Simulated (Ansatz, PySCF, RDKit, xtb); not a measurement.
**C4H5NO2: ranking a sample of isomers**

A sample of isomers of C4H5NO2 is drawn. Aim: find which of them has the lowest free energy at 298.15 K, then its properties. The sample is small against all isomers, and the most stable one of this formula need not be in it.

Plan: many cheap relaxations first (GFN2-xTB), then density-functional screening, relaxation at B3LYP/def2-SVP, vibrations (at GFN2-xTB) and a final energy. The numbers are computed, not measured.

## Step 1: Possible bonding patterns

Isomers were taken from a list of plausible structures; this is a sample, not all of them. That gives 6 candidates.

```
label       SMILES     spin
 c490    Nc1ccoc1O  singlet
 c529    Nc1cocc1O  singlet
 c549    Nc1occc1O  singlet
 c610  Nc1coc(O)c1  singlet
 c881  Nc1ccc(O)o1  singlet
 c969  Nc1cc(O)co1  singlet
```

Candidates are built by distance geometry, with a force field where one applies, in up to four conformers (letters a to d).

Q: Predict the outcome of this search (final energies at CCSD(T)/def2-SVP + MP2/def2-TZVPP - MP2/def2-SVP).

| quantity | value |
| --- | --- |
| lowest structure found | Nc1ccc(O)o1, singlet |
| next finalist | Nc1coc(O)c1, singlet, 2.4 kcal/mol higher in G |
| share at equilibrium, among the finalists | 97.7 % |
| dipole moment (PBE0/def2-SVPD) | 1.81 D |
| HOMO energy (PBE0/def2-SVPD) | -5.38 eV |
| LUMO energy (PBE0/def2-SVPD) | 0.44 eV |
| HOMO–LUMO gap (PBE0/def2-SVPD) | 5.82 eV |
| lowest excitation (TD-PBE0/def2-SVPD) | 4.70 eV (f = 0.000) |
| strongest of the states computed, same level | 5.61 eV (f = 0.182) |
| lowest triplet excitation, same level, Tamm-Dancoff | 3.69 eV |
| vertical ionisation energy | 7.39 eV |
| vertical electron affinity | -1.50 eV (unbound: the value depends on the basis) |
| vertical triplet less singlet | +3.76 eV |

The lowest structure found is `Nc1ccc(O)o1`. The margin, 2.4 kcal/mol, is modest. GFN2-xTB, HF/STO-3G, r2SCAN-D4/def2-SVP, B3LYP/def2-SVP, HF/def2-SVP and MP2/def2-SVP already put its bonding pattern lowest among the structures in one piece. Lowest found is not proven lowest: the search is finite, and each finalist counts with one conformer. Only 6 drawn patterns were tried, so whole families of isomers are missing, and the result ranks this sample alone.
